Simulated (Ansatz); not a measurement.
# Ga4SbP3: the band gap up the ladder of functionals

An exercise on one series of results from a longer session: the logs are not shown, and one member is left open.

Program: Ansatz 0.2.0. PAW datasets, plane waves. No spin polarisation. The prototype was imposed, so other structures may be more stable.

**Starting point**

The cell was relaxed beforehand with r2SCAN.

It is orthorhombic, Pmm2 (No. 25); conventional cell a = 3.973 Å, b = 7.954 Å, c = 5.610 Å, 22.16 Å³ an atom. P has 4 Ga at 2.39–2.40 Å; Ga has 3 P at 2.35–2.39 Å and 1 Sb at 2.60 Å; P has 4 Ga at 2.35–2.40 Å; Ga has 4 P at 2.40 Å; Sb has 4 Ga at 2.57–2.60 Å.

Structure file:

```cif
data_structure
_symmetry_space_group_name_H-M 'Pmm2'
_symmetry_Int_Tables_number 25
_cell_length_a 3.9730
_cell_length_b 7.9538
_cell_length_c 5.6102
_cell_angle_alpha 90.000
_cell_angle_beta 90.000
_cell_angle_gamma 90.000
_cell_volume 177.28
loop_
_atom_site_label
_atom_site_type_symbol
_atom_site_symmetry_multiplicity
_atom_site_Wyckoff_symbol
_atom_site_fract_x
_atom_site_fract_y
_atom_site_fract_z
_atom_site_occupancy
P1 P 2 g 0.00000 0.23848 0.00045 1
Ga1 Ga 2 h 0.50000 0.23046 0.76299 1
P2 P 1 c 0.50000 0.00000 0.50108 1
Ga2 Ga 1 a 0.00000 0.00000 0.26226 1
Sb1 Sb 1 d 0.50000 0.50000 0.50008 1
Ga3 Ga 1 b 0.00000 0.50000 0.20971 1
```

Set-up of the first run:

The input, input.yaml:

```yaml
crystal:
  lattice:
    - [3.9730057215, 0.0, 0.0]
    - [0.0, 7.9537704341, 0.0]
    - [0.0, 0.0, 5.6101828068]
  atoms:
    - { symbol: P, position: [0.0, 0.2384838193, 0.0004492322] }
    - { symbol: Ga, position: [0.5, 0.2304636185, 0.7629870712] }
    - { symbol: P, position: [0.5, 0.0, 0.5010812446] }
    - { symbol: Ga, position: [0.0, 0.0, 0.2622631924] }
    - { symbol: P, position: [0.0, 0.7615161807, 0.0004492322] }
    - { symbol: Ga, position: [0.5, 0.7695363815, 0.7629870712] }
    - { symbol: Sb, position: [0.5, 0.5, 0.5000766653] }
    - { symbol: Ga, position: [0.0, 0.5, 0.2097062908] }
kpoints:
  mp_grid: { grid: [6, 4, 4] }
  band_path:
    path:
      - [[0.0, 0.0, 0.0], [0.5, 0.0, 0.0], [0.5, 0.5, 0.0], [0.0, 0.5, 0.0], [0.0, 0.0, 0.0], [0.0, 0.0, 0.5], [0.5, 0.0, 0.5], [0.5, 0.5, 0.5], [0.0, 0.5, 0.5], [0.0, 0.0, 0.5]]
      - [[0.5, 0.0, 0.0], [0.5, 0.0, 0.5]]
      - [[0.0, 0.5, 0.0], [0.0, 0.5, 0.5]]
      - [[0.5, 0.5, 0.0], [0.5, 0.5, 0.5]]
    npoints: 10
hamiltonian:
  xc: pbe
scf:
  occupations: { method: fermi_dirac, width: 0.02 }
  n_extra_bands: 6
output:
  forces: true
  stress: true
  eigenvalues: true
```

Started as:

```bash
$ ansatz run input.yaml --threads 4 --pin off --max-ram 6451MiB --backend cpu --events-out ev --progress --plain --runs-dir out
```

Among the steps run: Band structure with PBE; r2SCAN; HSE06 at the same geometry; PBE+SOC at the same geometry; PBE0.

One of the session's tables, all rows but one given; the rest of the session is left out.

| level | gap (eV) |
| --- | --- |
| PBE | ? |
| r2SCAN | 0.85 |
| HSE06 | 1.22 |
| PBE+SOC | 0.50 |
| PBE0 | 1.87 |

Q: Estimate the row for PBE from the others.

**Answer.** gap (eV): 0.52. In the column «gap (eV)» it lies between PBE+SOC (0.50) and r2SCAN (0.85).

Meshes: PBE 6×4×4, r2SCAN 6×4×4, HSE06 4×2×4, PBE+SOC 6×4×4, PBE0 4×2×4

What this shows: The gap runs from 0.50 eV (PBE+SOC) to 1.87 eV (PBE0). PBE reaches 42 % of the HSE06 value, and r2SCAN 70 %. PBE0 lies 0.65 eV above HSE06, which differs from it by screening the long-range exchange. The levels disagree on whether the gap is direct.

Limits of these values: Warnings in the runs' records: stress exchange threshold loose, stress scf threshold loose.
